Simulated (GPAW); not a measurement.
Runs of GPAW 26.7.0 on GaB. It takes space group P4/mmm (No. 123, tetragonal). The conventional cell has a = 2.718 Å, b = 2.718 Å, c = 3.236 Å, α = 90.00°, β = 90.00°, γ = 90.00°. Around Ga (site symmetry 4/mmm) lie 8 B at 2.51 Å and 4 Ga at 2.72 Å. B (site symmetry 4/mmm) has 8 Ga at 2.51 Å and 4 B at 2.72 Å as nearest neighbours. The cell was built by a generator and needn't be a form met in nature.

```csv
task,level,potentials or basis,cell,band path,band points,eigensolver,optimizer,fmax,gap on the mesh (eV),pressure (GPa),relaxed volume (Å³/atom)
band structure,RPBE,"the program's PAW data sets (release 1.2.1) made for this functional, pw",as given,"GXMGZRAZ,XR,MA",100,-,-,-,-,3.4,-
single point,PBE,"GPAW PAW data sets (gpaw-data 1.2.1), pw",as given,-,-,-,-,-,none,1.0,-
single point,vdW-DF2,"GPAW PAW data sets (gpaw-data 1.2.1), pw",as given,-,-,-,-,-,none,-,-
relaxation of cell and atoms,BLYP+D4,"PAW data sets generated in the run's folder for this functional, pw",relaxed,-,-,davidson,BFGS,0.02 eV/Å,none,0.2,(a)
single point,TPSS,"GPAW PAW data sets (gpaw-data 1.2.1), pw",as given,-,-,davidson,-,-,none,-1.0,-
single point,vdW-DF-cx,"GPAW PAW data sets (gpaw-data 1.2.1), pw",as given,-,-,-,-,-,none,-,-
band structure,revPBE,"the program's PAW data sets (release 1.2.1) made for this functional, pw",as given,"GXMGZRAZ,XR,MA",100,-,-,-,-,2.8,-
single point,LDA,"the program's PAW data sets (release 1.2.1) made for this functional, pw",as given,-,-,-,-,-,none,-5.9,-
relaxation of cell and atoms,BLYP,"PAW data sets generated in the run's folder for this functional, pw",relaxed,-,-,davidson,BFGS,0.02 eV/Å,none,0.0,13.16
single point,PW91,"PAW data sets generated in the run's folder for this functional, pw",as given,-,-,-,-,-,none,1.6,-
single point,BLYP,"PAW data sets generated in the run's folder for this functional, pw",as given,-,-,davidson,-,-,none,(c),-
relaxation of cell and atoms,BLYP+D3(BJ),"PAW data sets generated in the run's folder for this functional, pw",relaxed,-,-,davidson,BFGS,0.02 eV/Å,none,-0.2,(b)
```

Alike in all rows: no spin polarisation; k mesh 10 × 10 × 8; cutoff (eV) 800; smearing fermi-dirac 0.05 eV.

Question: Estimate the missing entries.

Answer: (a) 11.74; (b) 12.13; (c) 8.9.

Caveats: the PAW data sets were made with another functional, which shifts forces and pressure a little (some runs); later steps reuse the first step's grids (some runs); pairwise dispersion overbinds metals, which lowers pressure and volume (some runs).

A k mesh can miss the band edges, and the runs leave out spin-orbit coupling on Ga.

A gap of «none» marks a metal or a gap under the smearing width.

Not every run made on this cell is shown here.
